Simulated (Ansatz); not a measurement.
# TiH: the cost of one run

All numbers are computed with the Python package of Ansatz 0.2.0. Level of theory: DFT r2SCAN, plane waves, PAW.

### 1 The system

TiH P4_2/mmc: The structure is tetragonal, space group P4_2/mmc (No. 131). The conventional cell has a = 2.947 Å, b = 2.947 Å, c = 4.568 Å, α = 90.00°, β = 90.00°, γ = 90.00°. Ti (site symmetry mmm) has 4 H at 1.86 Å as nearest neighbours. Around H (site symmetry -4m2) lie 4 Ti at 1.86 Å.

TiH Fm-3m: The structure is cubic, space group Fm-3m (No. 225). The conventional cell has a = 4.179 Å, b = 4.179 Å, c = 4.179 Å, α = 90.00°, β = 90.00°, γ = 90.00°. Ti (site symmetry m-3m) is surrounded by 6 H at 2.09 Å. H (site symmetry m-3m) has 6 Ti at 2.09 Å as nearest neighbours.

The script holds or builds the structure itself.

### 2 The script

Input file tih_polymorphs.py:

```python
# -*- coding: utf-8 -*-
"""Relative energies of TiH phases, after relaxing cells and atoms."""

import csv
import warnings

import ansatz as az
import numpy as np
import spglib

PHASES = {
    "P4_2/mmc": (
        [(2.947493, 0.0, 0.0), (0.0, 2.947493, 0.0), (0.0, 0.0, 4.56814)],
        [
            ("Ti", (0.5, 0.0, 0.5)),
            ("Ti", (0.0, 0.5, 0.0)),
            ("H", (0.0, 0.0, 0.25)),
            ("H", (0.0, 0.0, 0.75)),
        ],
    ),
    "Fm-3m": (
        [(0.0, 2.089697, 2.089697), (2.089697, 0.0, 2.089697), (2.089697, 2.089697, 0.0)],
        [
            ("Ti", (0.0, 0.0, 0.0)),
            ("H", (0.5, 0.5, 0.5)),
        ],
    ),
}


def build(vectors, sites):
    crystal = az.Crystal(lattice=az.Lattice.of(vectors))
    for symbol, position in sites:
        crystal = crystal.atom(symbol, position)
    return crystal


def run_phase(name, crystal):
    calc = (
        crystal.calculation()
        .functional("r2SCAN")
        .basis(620)  # cutoff of the orbital basis
        .kpoints(spacing=0.16)
        .occupations("gaussian", width=0.1)
        .stress()
        .band_table()  # levels at the mesh points
    )
    calc = calc.relax(force_tolerance=0.01, max_steps=40, cell=True)
    return calc.run(threads=1)


def volume_per_atom(outcome):
    return abs(np.linalg.det(outcome.lattice.cell_ang)) / len(outcome.lattice.sites)


def space_group(outcome):
    sites = outcome.report["lattice"]["sites"]
    kinds = sorted({site["symbol"] for site in sites})
    cell = (outcome.lattice.cell_ang, [site["position_frac"] for site in sites], [kinds.index(site["symbol"]) for site in sites])
    return spglib.get_spacegroup(cell, symprec=0.01)


def pressure_gpa(outcome):
    return float(np.trace(outcome.report["stress_gpa"]) / 3)


def main():
    warnings.simplefilter("ignore")

    phases = {name: build(*cell) for name, cell in PHASES.items()}

    done = {}
    for name, crystal in phases.items():
        try:
            done[name] = run_phase(name, crystal)
        except az.NonConvergedError as error:
            print(name, "did not converge:", str(error)[:120])

    energy = {name: o.report["energy_sigma0_ev"] / len(o.lattice.sites) for name, o in done.items()}
    lowest = min(energy.values())
    rows = [(name, len(o.lattice.sites), 1000 * (energy[name] - lowest), volume_per_atom(o), space_group(o), pressure_gpa(o)) for name, o in done.items()]
    rows.sort(key=lambda row: row[2])
    with open("polymorphs.csv", "w", newline="") as handle:
        writer = csv.writer(handle)
        writer.writerow(["phase", "atoms", "dE (meV/atom)", "V (A^3/atom)", "space group", "P (GPa)"])
        writer.writerows([round(v, 4) if isinstance(v, float) else v for v in row] for row in rows)
    print(open("polymorphs.csv").read())
    print("lowest in energy:", rows[0][0])


if __name__ == "__main__":
    main()
```

### 3 The calls as engine input

The package turns the script's settings into the engine's input (first run):

```yaml
crystal:
  lattice:
    - [2.947493, 0.0, 0.0]
    - [0.0, 2.947493, 0.0]
    - [0.0, 0.0, 4.56814]
  atoms:
    - { symbol: Ti, position: [0.5, 0.0, 0.5] }
    - { symbol: Ti, position: [0.0, 0.5, 0.0] }
    - { symbol: H, position: [0.0, 0.0, 0.25] }
    - { symbol: H, position: [0.0, 0.0, 0.75] }
basis:
  ecutwfc: 620.0
kpoints:
  mp_grid:
    kspacing: 0.16
hamiltonian:
  xc: r2scan
scf:
  occupations:
    method: gaussian
    width: 0.1
relax:
  f_tol: 0.01
  max_steps: 40
  cell: {}
output:
  stress: true
  eigenvalues: true
```

### 4 Launch

On the command line:

```sh
> python tih_polymorphs.py
```

**Question.** How long does this script take on 1 thread of Arm Neoverse V1, shared host, and how much memory does it need?

About 92 s, with a peak of 0.64 GiB.
